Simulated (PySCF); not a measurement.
# C₅H₇ClO: excited-state relaxation

Wanted: excited-state relaxation for C₅H₇ClO (`C=C(CC)C(=O)Cl`).

Programs: PySCF 2.14.0, with routines of our own; each step states its level. All values are computed. Atoms count from 0.

### Step 1. The system as given

14 atoms, charge 0, multiplicity 1; geometry from: GFN2-xTB.

### Step 2. Relaxing the molecule at BHandHLYP/def2-SVP

The job: settings as JSON, then the geometry in Å.

```
{"job": {"xc": "BHandHLYP", "basis": "def2-SVP", "grid": 1, "kind": "geom"}, "charge": 0, "multiplicity": 1}
C      1.590988    -0.377135     0.738047
C      0.716401     0.091439    -0.149281
C     -0.394755    -0.744585    -0.725066
C     -1.728690    -0.410404    -0.055722
C      0.731337     1.476035    -0.640700
O      0.019169     1.946935    -1.468588
Cl     1.961967     2.516815     0.103468
H      2.369838     0.235062     1.157191
H      1.548335    -1.401673     1.066836
H     -0.473730    -0.544225    -1.794654
H     -0.165686    -1.800956    -0.580952
H     -1.670970    -0.587149     1.015872
H     -1.987220     0.631545    -0.223496
H     -2.517663    -1.032178    -0.470098
```

Command:

```console
$ OMP_NUM_THREADS=1 python excited_run.py task.json out
```

One launch serves the whole session: the jobs run in the order shown.

The program printed:

```text
step   0  E = -729.64704353  max force = 0.019749
step   1  E = -729.64810960  max force = 0.005359
step   2  E = -729.64748502  max force = 0.009423
step   3  E = -729.64841779  max force = 0.004472
step   4  E = -729.64832374  max force = 0.005724
step   5  E = -729.64845016  max force = 0.003939
step   6  E = -729.64846974  max force = 0.003781
step   7  E = -729.64854875  max force = 0.000667
step   8  E = -729.64856069  max force = 0.000416
optimisation converged
```

Wall time 69 s (1 thread of Intel Xeon Platinum 8259CL at 2.50GHz, shared host); peak memory 0.59 GiB.

Relaxation path: (the energy doesn't fall at every step)

| step | energy from step 0 (eV) | largest force component (eV/Å) |
| --- | --- | --- |
| 0 | 0.0000 | 1.0155 |
| 1 | -0.0290 | 0.2756 |
| 2 | -0.0120 | 0.4846 |
| 3 | -0.0374 | 0.2300 |
| 4 | -0.0348 | 0.2943 |
| 5 | -0.0383 | 0.2026 |
| 6 | -0.0388 | 0.1944 |
| 7 | -0.0410 | 0.0343 |
| 8 | -0.0413 | 0.0214 |

Close pairs (by a distance rule), those that changed most:

| bond | before (Å) | after (Å) | change (Å) |
| --- | --- | --- | --- |
| C1–C4 | 1.469 | 1.487 | +0.018 |
| C4–O5 | 1.189 | 1.178 | -0.011 |
| C4–Cl6 | 1.775 | 1.786 | +0.010 |
| C0–H8 | 1.077 | 1.085 | +0.008 |
| C0–H7 | 1.076 | 1.082 | +0.007 |
| C3–H13 | 1.087 | 1.093 | +0.006 |
| C3–H11 | 1.088 | 1.094 | +0.006 |
| C3–H12 | 1.087 | 1.092 | +0.005 |

The end geometry stands in the next job.

| at the end point | value |
| --- | --- |
| point group (found at 0.08 Å tolerance) | C1 |
| rotational constants (GHz, main isotopes) | 3.873, 1.438, 1.137 |
| dipole moment (D) | 3.07 |

### Step 3. Excited-state relaxation: TDA BHandHLYP/def2-SVP

The job: settings as JSON, then the geometry in Å.

```
{"job": {"kind": "xopt", "state": "S1", "method": "TDA", "freq": false, "xc": "BHandHLYP", "basis": "def2-SVP", "grid": 1}, "charge": 0, "multiplicity": 1}
C      1.668432    -0.365050     0.648684
C      0.722472     0.108945    -0.158255
C     -0.408616    -0.729030    -0.695225
C     -1.747926    -0.454450    -0.018969
C      0.693543     1.530587    -0.594483
O     -0.119015     1.991316    -1.312246
Cl     1.996254     2.581330     0.027648
H      2.464100     0.259720     1.033218
H      1.662918    -1.410035     0.941231
H     -0.503089    -0.546188    -1.769252
H     -0.140915    -1.781497    -0.571657
H     -1.692090    -0.646868     1.056040
H     -2.059359     0.581564    -0.166236
H     -2.525431    -1.099427    -0.436462
```

Level: TDA BHandHLYP/def2-SVP excited-state geometry optimisation, gas phase.

The program printed:

```text
final grid: 54704 points
cycle   1  E = -729.5025175738  dE =  1.075e+00  |g| = 8.124e-01  |ddm| = 3.893e+00
cycle   2  E = -729.3257229301  dE =  1.768e-01  |g| = 1.305e+00  |ddm| = 1.956e+00
cycle   3  E = -729.6461344756  dE = -3.204e-01  |g| = 9.204e-02  |ddm| = 1.307e+00
cycle   4  E = -729.6477648985  dE = -1.630e-03  |g| = 5.493e-02  |ddm| = 1.877e-01
cycle   5  E = -729.6485118602  dE = -7.470e-04  |g| = 1.212e-02  |ddm| = 8.108e-02
cycle   6  E = -729.6485519960  dE = -4.014e-05  |g| = 4.918e-03  |ddm| = 1.756e-02
cycle   7  E = -729.6485596591  dE = -7.663e-06  |g| = 1.481e-03  |ddm| = 7.952e-03
cycle   8  E = -729.6485606062  dE = -9.471e-07  |g| = 4.478e-04  |ddm| = 3.730e-03
cycle   9  E = -729.6485606858  dE = -7.956e-08  |g| = 1.189e-04  |ddm| = 1.093e-03
cycle  10  E = -729.6485606898  dE = -3.967e-09  |g| = 3.927e-05  |ddm| = 2.163e-04
cycle  11  E = -729.6485606902  dE = -4.072e-10  |g| = 7.078e-06  |ddm| = 7.463e-05
converged SCF energy = -729.6485606902

vertical S1 at the ground-state geometry: 4.9155 eV
step    E(state)/Eh    max force   excitation/eV  root
  0    -729.46685591   0.092271     4.8881      1
  1    -729.48480001   0.013327     3.9654      1
  2    -729.48578369   0.011560     3.7973      1
  3    -729.48623760   0.003885     3.7272      1
  4    -729.48635527   0.001587     3.7475      1
  5    -729.48640538   0.000692     3.7342      1
  6    -729.48641310   0.000572     3.7318      1
  7    -729.48641397   0.000418     3.7326      1
optimisation converged
vertical emission 3.7326 eV, adiabatic 4.4122 eV, Stokes shift 1.1829 eV, reorganisation 0.5033 (excited) and 0.6796 eV (ground)
in 1,4-dioxane: absorption 4.9859 eV (f = 0.0002, root 1), emission 3.8504 eV (f = 0.0001, root 1)
in dimethylsulfoxide: absorption 5.0819 eV (f = 0.0002, root 1), emission 4.0157 eV (f = 0.0001, root 1)
```

Run time: 2.8 min. Hardware: 1 thread of Intel Xeon Platinum 8259CL at 2.50GHz, shared host; peak memory 1 GiB.

From this job:

| quantity | value |
| --- | --- |
| vertical absorption, S1 | 4.92 eV |
| adiabatic energy, S1 | 4.41 eV |
| vertical emission, S1 | 3.73 eV |
| Stokes shift, S1 | 1.18 eV |
| geometry moved (RMSD), S1 | 0.094 Å |

Bonds of the start that changed most:

| bond | start (Å) | end (Å) |
| --- | --- | --- |
| C4–O5 | 1.178 | 1.275 |
| C1–C4 | 1.487 | 1.411 |
| C4–Cl6 | 1.786 | 1.749 |
| C0–C1 | 1.331 | 1.355 |
| C1–C2 | 1.507 | 1.513 |
| C0–H8 | 1.085 | 1.083 |

### Step 4. Excited-state relaxation: UKS BHandHLYP/def2-SVP

Settings changed since step 3:

```diff
@@ -1,2 +1,2 @@
-{"job": {"kind": "xopt", "state": "S1", "method": "TDA", "freq": false, "xc": "BHandHLYP", "basis": "def2-SVP", "grid": 1}, "charge": 0, "multiplicity": 1}
+{"job": {"kind": "xopt", "state": "T1", "method": "UKS", "freq": false, "xc": "BHandHLYP", "basis": "def2-SVP", "grid": 1}, "charge": 0, "multiplicity": 1}
 C      1.668432    -0.365050     0.648684
```

Level: UKS BHandHLYP/def2-SVP excited-state geometry optimisation, gas phase.

The program printed:

```text
final grid: 54704 points
cycle   1  E = -729.5025175738  dE =  1.075e+00  |g| = 8.124e-01  |ddm| = 3.893e+00
cycle   2  E = -729.3257229301  dE =  1.768e-01  |g| = 1.305e+00  |ddm| = 1.956e+00
cycle   3  E = -729.6461344756  dE = -3.204e-01  |g| = 9.204e-02  |ddm| = 1.307e+00
cycle   4  E = -729.6477648985  dE = -1.630e-03  |g| = 5.493e-02  |ddm| = 1.877e-01
cycle   5  E = -729.6485118602  dE = -7.470e-04  |g| = 1.212e-02  |ddm| = 8.108e-02
cycle   6  E = -729.6485519960  dE = -4.014e-05  |g| = 4.918e-03  |ddm| = 1.756e-02
cycle   7  E = -729.6485596591  dE = -7.663e-06  |g| = 1.481e-03  |ddm| = 7.952e-03
cycle   8  E = -729.6485606062  dE = -9.471e-07  |g| = 4.478e-04  |ddm| = 3.730e-03
cycle   9  E = -729.6485606858  dE = -7.956e-08  |g| = 1.189e-04  |ddm| = 1.093e-03
cycle  10  E = -729.6485606898  dE = -3.967e-09  |g| = 3.927e-05  |ddm| = 2.163e-04
cycle  11  E = -729.6485606902  dE = -4.072e-10  |g| = 7.078e-06  |ddm| = 7.463e-05
converged SCF energy = -729.6485606902

vertical T1 at the ground-state geometry: 3.6006 eV
step    E(state)/Eh    max force   <S^2>
  0    -729.51408106   0.131322    2.0207
  1    -729.54361413   0.028174    2.0282
  2    -729.54499240   0.013173    2.0267
  3    -729.54591860   0.011419    2.0265
  4    -729.54646997   0.003158    2.0265
  5    -729.54647861   0.004547    2.0269
  6    -729.54668647   0.000785    2.0269
  7    -729.54677035   0.000765    2.0271
  8    -729.54687467   0.000796    2.0273
  9    -729.54701498   0.001129    2.0275
 10    -729.54719324   0.000871    2.0277
 11    -729.54738165   0.000553    2.0279
 12    -729.54754873   0.001134    2.0281
 13    -729.54784565   0.002281    2.0280
 14    -729.54843991   0.002667    2.0279
 15    -729.55376486   0.018769    2.0260
 16    -729.55277160   0.029705    2.0214
 17    -729.55838236   0.016378    2.0228
 18    -729.56057197   0.010242    2.0216
 19    -729.56238947   0.021188    2.0171
 20    -729.56416233   0.007451    2.0192
 21    -729.56444418   0.002132    2.0204
 22    -729.56465996   0.001594    2.0206
 23    -729.56474384   0.001307    2.0207
 24    -729.56484818   0.001595    2.0208
 25    -729.56496437   0.001594    2.0208
 26    -729.56504109   0.001727    2.0209
 27    -729.56509358   0.001102    2.0210
 28    -729.56511985   0.000519    2.0212
 29    -729.56513087   0.000282    2.0213
optimisation converged
vertical emission -1.6254 eV, adiabatic 2.2702 eV, Stokes shift 5.2260 eV, reorganisation 1.3304 (excited) and 3.8956 eV (ground)
```

Run time: 6.1 min. Hardware: 1 thread of Intel Xeon Platinum 8259CL at 2.50GHz, shared host; peak memory 0.7 GiB.

Key values:

| quantity | value |
| --- | --- |
| vertical gap at the ground-state geometry, T1 | 3.60 eV |
| adiabatic energy, T1 | 2.27 eV |
| vertical gap at the relaxed geometry, T1 | -1.63 eV |
| difference of the two gaps, T1 | 5.23 eV |
| geometry moved (RMSD), T1 | 0.573 Å |

Bonds of the start that changed most:

| bond | start (Å) | end (Å) |
| --- | --- | --- |
| C0–C1 | 1.331 | 1.456 |
| C1–C4 | 1.487 | 1.447 |
| C4–O5 | 1.178 | 1.190 |
| C1–C2 | 1.507 | 1.498 |
| C2–C3 | 1.525 | 1.530 |
| C0–H7 | 1.082 | 1.087 |

### Step 5. Results

| quantity | value |
| --- | --- |
| point group | C1 |
| rotational constants (main isotopes) | 3.87, 1.44, 1.14 GHz |
| vertical absorption, S1 (step 3, TDA BHandHLYP/def2-SVP) | 4.92 eV |
| adiabatic energy, S1 (step 3, TDA BHandHLYP/def2-SVP) | 4.41 eV |
| vertical emission, S1 (step 3, TDA BHandHLYP/def2-SVP) | 3.73 eV |
| Stokes shift, S1 (step 3, TDA BHandHLYP/def2-SVP) | 1.18 eV |
| vertical gap at the ground-state geometry, T1 (step 4, UKS BHandHLYP/def2-SVP) | 3.60 eV |
| adiabatic energy, T1 (step 4, UKS BHandHLYP/def2-SVP) | 2.27 eV |
| vertical gap at the relaxed geometry, T1 (step 4, UKS BHandHLYP/def2-SVP) | -1.63 eV |
| difference of the two gaps, T1 (step 4, UKS BHandHLYP/def2-SVP) | 5.23 eV |

In words: The optimisation took 8 steps and gained 0.041 eV; among the close pairs (by a distance rule), C1–C4 changed most, from 1.469 to 1.487 Å. Where no frequencies were run, the relaxed excited state may be a saddle. In step 3 (excited-state relaxation), among the bonds C4–O5 changes most, from 1.178 to 1.275 Å. In step 4 the harmonic model is doubtful. In step 4 the gap at the relaxed geometry is under 0.8 eV (below zero), where a single closed-shell reference fails, so that gap and differences built on it are unreliable. In step 4 (excited-state relaxation), among the bonds C0–C1 changes most, from 1.331 to 1.456 Å. The atoms move far more than that, so angles or torsions carry the main change. ΔSCF (UKS) and response values aren't on one footing and may follow different states, so their differences aren't method errors alone, and singlets and triplets from the two don't rank.
